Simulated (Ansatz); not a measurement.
**AgHS (SMILES [SH][Ag]): one structure at several levels**

An exercise on one series of results from a longer session: the logs are not shown, and one member is left open.

The runs use Ansatz 0.2.0, Gaussian basis; single points in def2-TZVPP.

Cores are frozen in the correlated methods. Filled d shells of the heavier atoms are correlated. Core potentials replace the inner electrons past krypton, and spin-orbit coupling is left out.

### Where the work starts

SMILES `[SH][Ag]`, 3 atoms, charge 0, spin multiplicity 1.

Atoms are counted from 1 here; the program's logs count them from 0.

Bond lengths: S1–Ag2 2.309 Å, S1–H3 1.292 Å. Angles: Ag2–S1–H3 98.3°.

Geometry (Å):

```csv
atom,x (Å),y (Å),z (Å)
S1,-0.4712,-0.7456,-0.3106
Ag2,1.3245,0.1158,0.8585
H3,-0.9955,0.3710,-0.6959
```

The first run:

Input file run/in.yaml:

```yaml
crystal:
  periodic: [false, false, false]
  atoms:
    - {symbol: S, position_ang: [-0.471200, -0.745600, -0.310600]}
    - {symbol: Ag, position_ang: [1.324500, 0.115800, 0.858500]}
    - {symbol: H, position_ang: [-0.995500, 0.371000, -0.695900]}
basis:
  gaussian: {orbitals: def2-TZVPP}
correlation: {method: ccsd_t}
output: {forces: true}
```

No record of the launch command was kept for these runs.

Steps of the session up to this table: CCSD(T)/def2-TZVPP; PBE0-D4/def2-TZVPP; wB97M-V/def2-TZVPP; r2SCAN-D4/def2-TZVPP; PBE-D4/def2-TZVPP; revPBE-D4/def2-TZVPP; r2SCAN0-D4/def2-TZVPP.

One table of the session follows, with a row left open; its other results are not shown here.

| method | RMS force component (eV/Å) | angle to CCSD(T) forces (°) | dipole (D) |
| --- | --- | --- | --- |
| CCSD(T) | 0.692 | reference | 4.57 |
| PBE0-D4 | ? | ? | ? |
| wB97M-V | 0.688 | 2.7 | 4.78 |
| r2SCAN-D4 | 0.761 | 8.4 | 4.00 |
| PBE-D4 | 0.874 | 4.0 | 3.55 |
| revPBE-D4 | 0.879 | 1.6 | 3.64 |
| r2SCAN0-D4 | 0.667 | 5.3 | 4.57 |

**Question.** Estimate the row for PBE0-D4.

**Answer.** RMS force component (eV/Å): 0.740; angle to CCSD(T) forces (°): 2.2; dipole (D): 4.33. In the column «RMS force component (eV/Å)» it lies between CCSD(T) (0.692) and r2SCAN-D4 (0.761).
